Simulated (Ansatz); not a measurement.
# B2ClH6NSi: basis-set convergence

An exercise on one series of results from a longer session: the logs are not shown, and one member is left open.

Program: Ansatz 0.2.0, Gaussian basis. Level of theory: one geometry, several basis sets. These are calculated values, not measurements.

Levels to be run: PBE0-D4/def2-SVP; ωB97M-V/def2-SVP; PBE0-D4/def2-QZVPP; ωB97M-V/def2-QZVPP; the functionals' def2-TZVPP values are taken from earlier runs.

### Structure used throughout

An earlier PBE0-D4 in a triple-zeta def2 set relaxation fixed the geometry.

11 atoms, charge 0, spin multiplicity 1.

Atoms are counted from 1 here; the program's logs count them from 0.

Bond lengths: B1–Si2 1.995 Å, B1–H6 1.194 Å, B1–H7 1.197 Å, Si2–Cl3 2.093 Å, Si2–B4 2.021 Å, Si2–H8 1.492 Å, B4–N5 1.380 Å, B4–H9 1.198 Å, N5–H10 1.007 Å, N5–H11 1.009 Å. Angles: Si2–B1–H6 123.4°, Si2–B1–H7 118.4°, H6–B1–H7 118.1°, B1–Si2–Cl3 112.2°, B1–Si2–B4 111.4°, B1–Si2–H8 109.2°, Cl3–Si2–B4 107.0°, Cl3–Si2–H8 106.1°, B4–Si2–H8 110.8°, Si2–B4–N5 118.0°, Si2–B4–H9 122.4°, N5–B4–H9 119.6°, B4–N5–H10 123.6°, B4–N5–H11 122.4°, H10–N5–H11 114.0°.

The first run:

Input file in.yaml:

```yaml
crystal:
  periodic: [false, false, false]
  atoms:
    - {symbol: B, position_ang: [-0.204234, 1.852951, 1.269719]}
    - {symbol: Si, position_ang: [-0.540789, -0.055267, 0.796505]}
    - {symbol: Cl, position_ang: [0.659408, -1.367298, 1.900962]}
    - {symbol: B, position_ang: [-0.162074, -0.409436, -1.156870]}
    - {symbol: N, position_ang: [0.821074, -1.326367, -1.470217]}
    - {symbol: H, position_ang: [0.714357, 2.211629, 1.943540]}
    - {symbol: H, position_ang: [-0.931700, 2.688611, 0.815541]}
    - {symbol: H, position_ang: [-1.952247, -0.402016, 1.134641]}
    - {symbol: H, position_ang: [-0.751667, 0.148777, -2.037207]}
    - {symbol: H, position_ang: [1.074663, -1.572083, -2.413489]}
    - {symbol: H, position_ang: [1.338708, -1.826403, -0.762623]}
basis:
  gaussian: {orbitals: def2-SVP}
hamiltonian: {xc: pbe0, dispersion: d4}
output: {orbitals: {seedname: orbitals}}
```

Launch:

```
> ansatz run in.yaml --threads 4 --pin off --events-out ev --progress --plain --max-ram 10444MiB
```

Steps of the session up to this table: PBE0-D4 in def2-SVP; ωB97M-V in def2-SVP; PBE0-D4 in def2-QZVPP; ωB97M-V in def2-QZVPP.

One table of the session follows, with a row left open; its other results are not shown here.

It belongs to the step «Functionals by basis». 

```
functional       basis  HOMO (eV)  LUMO (eV)
   PBE0-D4    def2-SVP      -7.49      -2.36
   PBE0-D4  def2-TZVPP      -7.59      -2.46
   PBE0-D4  def2-QZVPP      -7.61      -2.48
   ωB97M-V    def2-SVP          ?          ?
   ωB97M-V  def2-TZVPP      -9.69      -0.52
   ωB97M-V  def2-QZVPP      -9.71      -0.57
```

Q: Estimate the row for ωB97M-V, def2-SVP from the others.

The run gave: HOMO (eV): -9.54; LUMO (eV): -0.32. In the column «HOMO (eV)» it lies between ωB97M-V, def2-TZVPP (-9.69) and PBE0-D4, def2-QZVPP (-7.61).
